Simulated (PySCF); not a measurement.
# GeH3 radical: a look at the electrons

For GeH3 radical, the scripts below see where an electron leaves and enters, analyse its density (charges, bond critical points, surface potential) and measure its response to a uniform field.

Method: levels as typed in each script, gas phase, geometry from GFN2-xTB; program: PySCF 2.14.0.

## Step 1: The starting structure

SMILES `[GeH3]`, 4 atoms, charge 0, spin multiplicity 2.

Bond lengths: Ge1–H2 1.541 Å, Ge1–H3 1.541 Å, Ge1–H4 1.541 Å. Angles: H2–Ge1–H3 102.5°, H2–Ge1–H4 102.5°, H3–Ge1–H4 102.5°.

Geometry (Å):

```xyz
4
GeH3
Ge    0.0000    0.0000    0.0573
H     1.3266    0.4081   -0.6118
H    -0.3099   -1.3529   -0.6117
H    -1.0167    0.9448   -0.6118
```

## Step 2: Removing and adding an electron (HF/6-311g**)

File input.py:

```python
import numpy as np
from pyscf import gto, scf, dft
from pyscf.scf import atom_ks, atom_hf
from scipy.linalg import block_diag

def solve(mol, dm0=None, hcore=None):
    mf = scf.UHF(mol) if mol.spin else scf.RHF(mol)
    mf = mf.density_fit(auxbasis='def2-universal-jkfit')
    mf.conv_tol, mf.max_cycle = 1e-8, 80
    if hcore is not None:
        mf.get_hcore = lambda *args: hcore
    mf.kernel(dm0)
    if not mf.converged:
        mf = mf.newton().run(mf.mo_coeff, mf.mo_occ, max_cycle=30)
    assert mf.converged, 'SCF not converged'
    return mf

mol = gto.M(atom='''
Ge     0.00000     0.00000     0.05735
H      1.32658     0.40806    -0.61177
H     -0.30990    -1.35290    -0.61173
H     -1.01674     0.94478    -0.61175
''', basis='6-311g**', charge=0, spin=1, verbose=4)
mf = solve(mol)
out = dict(e0=mf.e_tot, dm0=mf.make_rdm1(), c=mf.mo_coeff, occ=mf.mo_occ, eps=mf.mo_energy)
for name, dq, spin in [('cation', 1, 0), ('anion', -1, 0)]:
    ion = mol.copy().set(charge=mol.charge + dq, spin=spin).build()
    mi = solve(ion)
    if spin and dq > 0 and mol.nao < 130:
        c, _, stable, _ = mi.stability(return_status=True)
        if not stable:
            mi = solve(ion, mi.make_rdm1(c, mi.mo_occ))
    print(name, 'vertical energy change / eV', (mi.e_tot - mf.e_tot) * 27.211386)
    out.update({'e_' + name: mi.e_tot, 'dm_' + name: mi.make_rdm1(), 's2_' + name: mi.spin_square()[0], 'eps_' + name: mi.mo_energy, 'occ_' + name: mi.mo_occ})
# spherically averaged free atoms, for the promolecule
atm = scf.atom_hf.get_atm_nrhf(mol)
pro = block_diag(*[(atm[a[0]][2] * atm[a[0]][3]) @ atm[a[0]][2].T for a in mol._atom])
np.savez('result.npz', pro=pro, **out)
```

Command:

```bash
> OMP_NUM_THREADS=1 python input.py
```

## Step 3: Density, bond paths and surface potential (PBE0/6-311g**)

File input.py:

```python
import numpy as np
from pyscf import gto, scf, dft
from pyscf.scf import atom_ks, atom_hf
from scipy.linalg import block_diag

def solve(mol, dm0=None, hcore=None):
    mf = (dft.UKS if mol.spin else dft.RKS)(mol, xc='pbe0')
    mf.grids.level = 3
    mf = mf.density_fit(auxbasis='def2-universal-jkfit')
    mf.conv_tol, mf.max_cycle = 1e-8, 80
    if hcore is not None:
        mf.get_hcore = lambda *args: hcore
    mf.kernel(dm0)
    if not mf.converged:
        mf = mf.newton().run(mf.mo_coeff, mf.mo_occ, max_cycle=30)
    assert mf.converged, 'SCF not converged'
    return mf

mol = gto.M(atom='''
Ge     0.00000     0.00000     0.05735
H      1.32658     0.40806    -0.61177
H     -0.30990    -1.35290    -0.61173
H     -1.01674     0.94478    -0.61175
''', basis='6-311g**', charge=0, spin=1, verbose=4)
mf = solve(mol)
mf.analyze()
# spherically averaged free atoms, for the promolecule
atm = atom_ks.get_atm_nrks(mol, xc='pbe0')
pro = block_diag(*[(atm[a[0]][2] * atm[a[0]][3]) @ atm[a[0]][2].T for a in mol._atom])
np.savez('result.npz', e=mf.e_tot, c=mf.mo_coeff, occ=mf.mo_occ, eps=mf.mo_energy, pro=pro, dip=mf.dip_moment(verbose=0), s2=mf.spin_square()[0])
```

## Step 5: Response to an electric field (B3LYP/def2-svpd)

File input.py:

```python
import numpy as np
from pyscf import gto, scf, dft
from pyscf.scf import atom_ks, atom_hf
from scipy.linalg import block_diag

def solve(mol, dm0=None, hcore=None):
    mf = (dft.UKS if mol.spin else dft.RKS)(mol, xc='b3lyp')
    mf.grids.level = 3
    mf = mf.density_fit(auxbasis='def2-universal-jkfit')
    mf.conv_tol, mf.max_cycle = 1e-8, 80
    if hcore is not None:
        mf.get_hcore = lambda *args: hcore
    mf.kernel(dm0)
    if not mf.converged:
        mf = mf.newton().run(mf.mo_coeff, mf.mo_occ, max_cycle=30)
    assert mf.converged, 'SCF not converged'
    return mf

mol = gto.M(atom='''
Ge     0.00000     0.00000     0.05735
H      1.32658     0.40806    -0.61177
H     -0.30990    -1.35290    -0.61173
H     -1.01674     0.94478    -0.61175
''', basis='def2-svpd', charge=0, spin=1, verbose=4)
field = np.array([-0.01, -0.0, -0.0])  # atomic units
mol.set_common_orig(mol.atom_charges() @ mol.atom_coords() / mol.atom_charges().sum())
mf = solve(mol)
out = dict(dm0=mf.make_rdm1(), d0=mf.dip_moment(unit='AU'), e0=mf.e_tot)
for name, sign in (('p', 1), ('m', -1)):
    h = mf.get_hcore() + sign * np.einsum('x,xij->ij', field, mol.intor('int1e_r'))
    mi = solve(mol, mf.make_rdm1(), h)
    out.update({'dm' + name: mi.make_rdm1(), 'd' + name: mi.dip_moment(unit='AU'), 'e' + name: mi.e_tot})
# spherically averaged free atoms, for the promolecule
atm = atom_ks.get_atm_nrks(mol, xc='b3lyp')
pro = block_diag(*[(atm[a[0]][2] * atm[a[0]][3]) @ atm[a[0]][2].T for a in mol._atom])
np.savez('result.npz', pro=pro, **out)
```

(Steps that only read results are left out.)

**Question.** What will these runs give? Wanted: dipole moment; HOMO, LUMO; polarisability along the field.

The runs gave:

```
                                        quantity            value
                   dipole moment (PBE0/6-311g**)           0.48 D
                      HOMO, LUMO (PBE0/6-311g**)  -6.96, -3.39 eV
polarisability along the field (B3LYP/def2-svpd)       37.5 bohr³
```

At PBE0/6-311g**: The highest Hirshfeld charge is on Ge1 (+0.22 e), the lowest on H2, H3 and H4 (−0.07 e). All values hold at the given geometry, in the gas phase.
